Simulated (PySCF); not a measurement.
# C4H9BSe: electronic excitations

Aim: predict the electronic excitations of C4H9BSe (`B1CC[Se]CC1`).

Computed with PySCF 2.14.0, with density-fitted response routines of our own, on a single molecule in the gas phase. Atoms are numbered from 0 throughout.

### Step 1. Starting geometry

15 atoms, charge 0, multiplicity 1; geometry from: GFN2-xTB.

Bonds of the start (Å): B0–C1 1.57, C1–C2 1.52, C2–Se3 1.97, Se3–C4 1.97, C4–C5 1.52, C5–B0 1.57, B0–H6 1.17, C1–H7 1.10, C1–H8 1.09, C2–H9 1.09, C2–H10 1.09, C4–H11 1.09, C4–H12 1.09, C5–H13 1.09, C5–H14 1.10.

### Step 2. TDDFT and polarisability: CAM-B3LYP/def2-SVPD

What the job is given:

```
{"job": {"kind": "uv", "xc": "CAM-B3LYP", "basis": "def2-SVPD", "nstates": 8, "ntriplets": 3}, "charge": 0, "multiplicity": 1}
B     -0.178655    -1.277356    -0.312263
C     -1.453850    -0.359441    -0.210609
C     -1.247021     1.146503    -0.101721
Se     0.111714     1.617419     1.240013
C      1.535849     0.668636     0.271266
C      1.255673    -0.824692     0.152811
H     -0.325009    -2.392233    -0.646645
H     -1.976013    -0.703545     0.691416
H     -2.153235    -0.548202    -1.030975
H     -2.162705     1.662160     0.193552
H     -0.898545     1.565518    -1.048328
H      1.601889     1.138049    -0.712857
H      2.461853     0.865392     0.814553
H      2.040810    -1.270400    -0.465702
H      1.382829    -1.279819     1.143577
```

Method: TDDFT CAM-B3LYP/def2-SVPD, vertical, gas phase, core orbitals frozen in the response.

Command:

```console
> OMP_NUM_THREADS=1 python probes_run.py task.json out
```

The driver reads the jobs from task.json and runs them one after another.

Predict these results of the whole session: lowest singlet (CAM-B3LYP/def2-SVPD); brightest single state of those computed; lowest triplet; surface potential, 1st and 99th percentile.

As calculated:

| quantity | value |
| --- | --- |
| lowest singlet (CAM-B3LYP/def2-SVPD) | 4.59 eV (270 nm), f = 0.001 |
| brightest single state of those computed | state 5, 5.93 eV, f = 0.053 |
| lowest triplet | 4.21 eV |
| surface potential, 1st and 99th percentile | -1.06 V and 1.28 V |

The first singlet state (HOMO→LUMO 0.97) lies at 4.59 eV and is weak; of the 8 states computed, the strongest absorption comes from state 5 at 5.93 eV. The lowest triplet lies 0.38 eV below the lowest singlet (triplets in Tamm-Dancoff, singlets in full TDDFT).
